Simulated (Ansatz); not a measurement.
Runs of Ansatz 0.2.0 on CsLiCr2Te2S3. Symmetry: P3m1, No. 156, trigonal system. Conventional cell: a = 3.604 Å, b = 3.604 Å, c = 19.067 Å, α = 90.00°, β = 90.00°, γ = 120.00°. Cs (site symmetry 3m) has 3 S at 3.38 Å and 6 Cs at 3.60 Å and 3 Te at 3.77 Å as nearest neighbours. Li (site symmetry 3m) is surrounded by 6 S at 2.63 to 2.66 Å. Cr (site symmetry 3m) has 3 S at 2.40 Å and 3 Te at 2.74 Å as nearest neighbours. Cr (site symmetry 3m) has 6 S at 2.43 to 2.45 Å as nearest neighbours. Around Te (site symmetry 3m) lie 6 Te at 3.60 Å and 3 Cs at 3.77 Å. Te (site symmetry 3m) is surrounded by 3 Cr at 2.74 Å. Around S (site symmetry 3m) lie 3 Cr at 2.45 Å and 3 Li at 2.63 Å. S (site symmetry 3m) is surrounded by 3 Cr at 2.40 Å and 3 Li at 2.66 Å. The cell was built by a generator and needn't be a form met in nature.

```tsv
task	level	cell	k mesh	cutoff (eV)	points for each segment of the path	gap on the mesh (eV)	pressure (GPa)	moment (μB)	relaxed volume (Å³/atom)	largest force (eV/Å)
band structure	r2SCAN	as given	9 × 9 × 2	500	10	none	0.2	5.63	-	0.23
band structure	LDA	as given	9 × 9 × 2	420	10	none	(b)	5.63	-	0.57
band structure	PBEsol	as given	9 × 9 × 2	420	10	none	-2.9	5.64	-	0.34
relaxation of cell and atoms	r2SCAN	relaxed	6 × 6 × 1	500	-	none	0.0	5.96	23.29	-
relaxation of cell and atoms	PBEsol	relaxed	6 × 6 × 1	420	-	none	0.0	5.60	(a)	-
```

Alike in all rows: potentials or basis Ansatz PAW; spin collinear, ferromagnetic start; smearing fermi-dirac 0.05 eV.

Fill in the values left out.

(a) 21.74; (b) -4.9.

Caveats: only a ferromagnetic start was run, and an antiferromagnetic order may lie lower in energy; the PAW data sets come from PBE, with cores solved anew for the run's functional, which leaves a small shift of forces and pressure; spin-orbit coupling is left out, which moves the levels of the heavy elements (some runs); the magnetic or orbital state may not be the lowest (some runs); the plane-wave basis is chosen anew once the cell has moved, so the energies of steps on either side of that aren't comparable (some runs).

A k mesh can miss the band edges, and the runs leave out spin-orbit coupling on Cs, Te.

A gap of «none» marks a metal or a gap under the smearing width.

Runs at the PBE level aren't shown here.
